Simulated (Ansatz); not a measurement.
# HfC+ (quartet): from Hartree-Fock to the top rungs, def2-TZVPP

The task here is to estimate one member of a computed series from the others.

Method: def2-TZVPP, core rule «outside noble gas», up to 5 orbitals frozen; program: Ansatz 0.2.0, Gaussian basis.

Plan: UHF; ROHF; CCSD(T) on UHF.

2 further runs of the same task are left out: 2 set aside as unsound or not needed.

**The geometry**

The geometry is a PBE0/def2-TZVP stationary point (not a proven minimum) of the parent state, kept for this charge and spin. No spin-orbit coupling is included. Elements past krypton take def2 core potentials.

2 atoms, charge 1, spin multiplicity 4.

Atoms are counted from 1 here; the program's logs count them from 0.

Bond lengths: Hf1–C2 1.798 Å.

The first run:

in.yaml

```yaml
crystal:
  periodic: [false, false, false]
  atoms:
    - {symbol: Hf, position_ang: [0.000000, 0.000000, 0.000000]}
    - {symbol: C, position_ang: [0.000000, 0.000000, 1.798320]}
basis:
  gaussian: {orbitals: def2-TZVPP}
total_charge: 1
magnetization: {spin_polarized: true, initial_magnetization: 3}
hamiltonian: {xc: hf}
output: {orbitals: {seedname: orbitals}}
```

Launch:

```sh
ansatz run in.yaml --threads 1 --pin off --events-out ev --progress --plain --max-ram 4096MiB --backend cpu
```

Steps of the session up to this table: UHF; ROHF; CCSD(T) on UHF.

One table of the session follows, with a row left open; its other results are not shown here.

```
  method  from UCCSD(T) (kcal/mol)
    ROHF                   +122.78
     UHF                         ?
    UMP2                    +20.43
   UCCSD                     +6.81
UCCSD(T)                         0
```

Estimate the missing values for UHF.

As computed: from UCCSD(T) (kcal/mol): +117.22. In the column «from UCCSD(T) (kcal/mol)» it lies between UMP2 (+20.43) and ROHF (+122.78).
